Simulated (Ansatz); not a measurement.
# Ti2SiGe2: the cost of one run

Program: Ansatz 0.2.0. Level of theory: DFT PBE, scalar-relativistic, plane waves, PAW. These are calculated values, not measurements.

## 1. The system as given

The structure is trigonal, space group R-3m (No. 166). The conventional cell has a = 3.178 Å, b = 3.178 Å, c = 29.498 Å, α = 90.00°, β = 90.00°, γ = 120.00°. Around Ti (site symmetry 3m) lie 3 Ge at 2.76 Å and 9 Ti at 2.81 to 3.18 Å. Si (site symmetry -3m) is surrounded by 6 Ge at 2.56 Å. Ge (site symmetry 3m) has 3 Si at 2.56 Å and 3 Ti at 2.76 Å as nearest neighbours.

Structure file:

```
CELL_PARAMETERS angstrom
1.58910 0.91746 9.83281
-1.58910 0.91746 9.83281
0.00000 -1.83493 9.83281
ATOMIC_POSITIONS crystal
Ti 0.20275 0.20275 0.20275
Ti 0.79725 0.79725 0.79725
Si 0.00000 0.00000 0.00000
Ge 0.39380 0.39380 0.39380
Ge 0.60620 0.60620 0.60620
```

It is the end of an earlier relaxation with the same method, from a database cell with other species swapped in; it is a trial structure. At a tolerance of 0.05 Å it has space group R-3m (No. 166); it has 17.20 Å³/atom, an uncorrected energy of +0.09 eV/atom over the elements.

## 2. Electronic structure at the relaxed geometry

Contents of input.yaml:

```yaml
crystal:
  lattice:
    - [1.5890951676, 0.9174645228, 9.8328129471]
    - [-1.5890951676, 0.9174645228, 9.8328129471]
    - [0.0, -1.8349290456, 9.8328129471]
  atoms:
    - { symbol: Ti, position: [0.202751384, 0.202751384, 0.202751384] }
    - { symbol: Ti, position: [0.797248616, 0.797248616, 0.797248616] }
    - { symbol: Si, position: [0.0, 0.0, 0.0] }
    - { symbol: Ge, position: [0.3938006045, 0.3938006045, 0.3938006045] }
    - { symbol: Ge, position: [0.6061993955, 0.6061993955, 0.6061993955] }
basis:
  ecutwfc: 420
kpoints:
  mp_grid: { grid: [12, 12, 12] }
  band_path:
    path:
      - [[0.0, 0.0, 0.0], [0.5, 0.5, 0.5], [0.82752928, 0.17247072, 0.5]]
      - [[0.5, -0.17247072, 0.17247072], [0.5, 0.0, 0.0], [0.0, 0.0, 0.0], [0.33623536, -0.33623536, 0.0]]
      - [[0.66376464, 0.0, 0.33623536], [0.5, 0.0, 0.5], [0.0, 0.0, 0.0]]
    npoints: 14
hamiltonian:
  xc: pbe
scf:
  occupations: { method: gaussian, width: 0.1 }
  n_extra_bands: 12
output:
  forces: true
  stress: true
  eigenvalues: true
  populations: true
  dos: { projected: true, de: 0.02, nscf_kmesh: { grid: [15, 15, 15] } }
  bader: true
```

On the command line:

```console
> ansatz run input.yaml --threads 1 --pin off --max-ram 2560MiB --backend cpu --events-out ev --progress --plain --runs-dir out
```

**Question.** How long does this run take on 1 thread of Arm Neoverse V2, shared host, and how much memory does it need?

About 97 s, with a peak of 0.94 GiB.
